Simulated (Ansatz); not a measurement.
**SnNH3S2 (SMILES [NH2][SnH]1[S][S]1): SVWN5/def2-SVP (core potential)**

Aim: the electronic atomisation energy of SnNH3S2 at SVWN5/def2-SVP (core potential), from 5 runs. 

Program for the calculation: Ansatz 0.2.0.

38 further runs of the same task are left out: 38 set aside as unsound or not needed.

## 1. The structure to begin with

The species is SnNH3S2 (7 atoms), meant as a singlet with charge 0. SMILES: `[NH2][SnH]1[S][S]1`. The shape is that of a PBE0-D4/def2-TZVP optimisation. This is one conformer, not always the lowest.

Bond lengths: N1–Sn2 2.003 Å, Sn2–S3 2.358 Å, Sn2–S4 2.376 Å, S3–S4 2.178 Å, N1–H5 1.012 Å, N1–H6 1.012 Å, Sn2–H7 1.690 Å. Some angles: N1–Sn2–S3 115.2°, N1–Sn2–S4 120.4°, S3–Sn2–S4 54.8°, Sn2–S3–S4 63.0°, Sn2–S4–S3 62.2°, N1–Sn2–H7 112.0°, S3–Sn2–H7 122.2°, S4–Sn2–H7 121.1°, Sn2–N1–H5 114.3°, Sn2–N1–H6 112.7°.

## 2. The energy at SVWN5/def2-SVP (core potential)

The input, job.yaml:

```yaml
crystal:
  periodic: [false, false, false]
  atoms:
    - {symbol: N, position_ang: [-0.858900, 1.180400, 0.033200]}
    - {symbol: Sn, position_ang: [0.658800, -0.125900, 0.009600]}
    - {symbol: S, position_ang: [0.436900, -1.947300, 1.490200]}
    - {symbol: S, position_ang: [0.292300, -2.381600, -0.639300]}
    - {symbol: H, position_ang: [-0.847300, 1.845800, -0.729000]}
    - {symbol: H, position_ang: [-1.763700, 0.727200, 0.057900]}
    - {symbol: H, position_ang: [2.143100, 0.633400, -0.268300]}
basis:
  gaussian:
    orbitals: def2-SVP
hamiltonian:
  xc: {name: SVWN5}
accuracy: high
output: {orbitals: {seedname: orbitals}}
```

Run with:

```console
$ ansatz run job.yaml --threads 1 --pin off --max-ram 2610MiB --events-out events.jsonl --progress --plain --runs-dir runs
```

The log of the run:

```text
Warning: RAYON_NUM_THREADS=1 ignored (pool sized by the plan → 1); use --threads N
Functional definition: SVWN5
  name "SVWN5"
  exchange = slater_x
  correlation = vwn5_c
2063 factors; integrals over basis functions are off by at most 3.8e-9 eV
mean field evaluation 1: about -28928.5397 eV, gradient 6.5e1 eV
mean field evaluation 2: about -28863.9814 eV, gradient 1.4e2 eV
mean field evaluation 4: about -28936.0901 eV, gradient 2.1e1 eV
mean field evaluation 8: about -28937.5156 eV, gradient 3.0e-1 eV
mean field evaluation 16: about -28937.5100 eV, gradient 9.8e-5 eV
mean field -28937.50999718 eV, -1063.4338778476 hartree, gradient 4.1e-8 eV, S^2 0.000000; 0 other end points of the search recorded, 0 dependent functions left out
reference -28937.51000046 eV, -1063.4338779682 hartree; 32, 32 occupied and 59, 59 virtual orbitals, 2063 factors
Total energy: -28937.51000046 eV, -1063.4338779682 hartree
```

It took 6 s on 1 thread of Arm Neoverse V1, shared host; peak memory 0.23 GiB.

## 3. The H atom, same level

The input, in.yaml:

```yaml
crystal:
  periodic: [false, false, false]
  atoms:
    - symbol: H
      position_ang: [0.000000, 0.000000, 0.000000]
basis:
  gaussian: {orbitals: def2-SVP}
hamiltonian: {xc: {name: SVWN5}}
accuracy: high
magnetization: {spin_polarized: true, initial_magnetization: 1}
```

Run the same way, it converges to -0.47747 Eh (log not shown).

## 4. The N atom at the same level

The input, run.yaml:

```yaml
crystal:
  periodic: [false, false, false]
  atoms:
    - {symbol: "N", position_ang: [0.000000, 0.000000, 0.000000]}
basis:
  gaussian:
    orbitals: def2-SVP
total_charge: 0
magnetization:
  spin_polarized: true
  initial_magnetization: 3
hamiltonian:
  xc: {name: SVWN5}
accuracy: high
```

Run the same way, it converges to -54.06615 Eh (log not shown).

## 5. The S atom at the same level

The input, run.yaml:

```yaml
crystal:
  periodic: [false, false, false]
  atoms:
    - symbol: S
      position_ang: [0.000000, 0.000000, 0.000000]
basis:
  gaussian: {orbitals: def2-SVP}
magnetization: {spin_polarized: true, initial_magnetization: 2}
hamiltonian: {xc: {name: SVWN5}}
accuracy: high
```

Run the same way, it converges to -396.58710 Eh (log not shown).

## 6. The Sn atom

The input, input.yaml:

```yaml
basis:
  gaussian: {orbitals: def2-SVP}
crystal:
  periodic: [false, false, false]
  atoms:
    - {symbol: Sn, position_ang: [0.000000, 0.000000, 0.000000]}
magnetization: {spin_polarized: true, initial_magnetization: 2}
hamiltonian: {xc: {name: SVWN5}}
accuracy: high
```

Run the same way, it converges to -213.90349 Eh (log not shown).

## 7. Summary of results

At SVWN5/def2-SVP (core potential):

| quantity | value |
| --- | --- |
| molecule: total energy | -1063.43388 Eh |
| molecule: HOMO energy | -4.66 eV |
| molecule: LUMO energy | -2.28 eV |
| molecule: HOMO–LUMO gap | 2.38 eV |
| H atom: total energy | -0.47747 Eh |
| H atom: ⟨S²⟩ | 0.750 |
| N atom: total energy | -54.06615 Eh |
| N atom: ⟨S²⟩ | 3.753 |
| S atom: total energy | -396.58710 Eh |
| S atom: ⟨S²⟩ | 2.001 |
| Sn atom: total energy | -213.90349 Eh |
| Sn atom: ⟨S²⟩ | 2.001 |
| electronic atomisation energy | 23.337 eV |

**Reading.** Taking the molecule apart into free atoms costs 23.34 eV (538 kcal/mol), before zero-point energy and without spin-orbit coupling.
